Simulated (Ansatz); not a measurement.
RuF2:

```
Ru F
1.0
     1.47662    0.85253    4.46437
    -1.47662    0.85253    4.46437
     0.00000   -1.70505    4.46437
Ru F
1 2
Direct
  0.00000 0.00000 0.00000
  0.25200 0.25200 0.25200
  0.74800 0.74800 0.74800
```

The cell was built by a generator and needn't be a form met in nature.

Program: Ansatz 0.2.0. Alike in all runs: task single point; potentials or basis Ansatz PAW; cell as given; k mesh 7 × 7 × 7; smearing gaussian 0.05 eV. Hardware: 2 threads of Arm Neoverse V1, on a shared host.

Question: Order these runs on this cell by their wall time, lowest first.
A. level PBEsol+U; spin collinear, program default start; U Ru d U = 8 eV; cutoff (eV) 420
B. level r2SCAN+U; spin non-collinear, random start; U Ru d U = 5 eV; cutoff (eV) 500
C. level r2SCAN+U; spin off; U Ru d U = 4 eV; cutoff (eV) 500

Answer: C (3.6 s), A (31 s), B (120 s).

Caveats: the magnetic or orbital state may not be the lowest (some runs); the starting moments weren't kept (some runs).
